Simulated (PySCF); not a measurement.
# F6SSn2 ((F3Sn)2S): the cost of one run

Programs: PySCF 2.14.0, with density-fitted response routines of our own. Each step states its level of theory. These are calculated values for one molecule in the gas phase, unless marked as measured. Atoms are numbered from 0 throughout.

## Step 1: The molecule as given

9 atoms, charge 0, multiplicity 1; geometry from: GFN2-xTB. The atoms were then displaced at random by about 0.03 Å, so the start is not that level's minimum.

Bonds of the start (Å): Sn0–F1 1.90, Sn0–F2 1.93, Sn0–F3 1.97, Sn0–S4 2.51, S4–Sn5 2.40, Sn5–F6 1.96, Sn5–F7 2.02, Sn5–F8 2.01.

## Step 2: Relaxing the molecule at PBE0-D3(BJ)/def2-SVP

The job: settings as JSON, then the geometry in Å.

```
{"job": {"xc": "PBE0", "basis": "def2-SVP", "d3": "d3bj", "grid": 1, "maxiter": 40, "shake": 0.03, "kind": "geom"}, "charge": 0, "multiplicity": 1}
Sn    -0.904100     0.149550     1.625780
F      0.644800     0.488400     2.679110
F     -1.479820    -1.689910     1.738700
F     -2.291860     1.180590     2.569190
S     -0.948800     1.156060    -0.667750
Sn     0.831340    -0.040270    -1.745780
F      0.262580    -0.997070    -3.358250
F      2.381620     1.105100    -2.340100
F      1.637000    -1.421880    -0.526540
```

Launch:

```console
$ OMP_NUM_THREADS=1 python probes_run.py task.json out
```

One launch serves the whole session: the jobs run in the order shown.

Q: Estimate the wall time and peak memory of this first job on 1 thread of Arm Neoverse N1, shared host.

About 7.6 min, with a peak of 0.65 GiB.
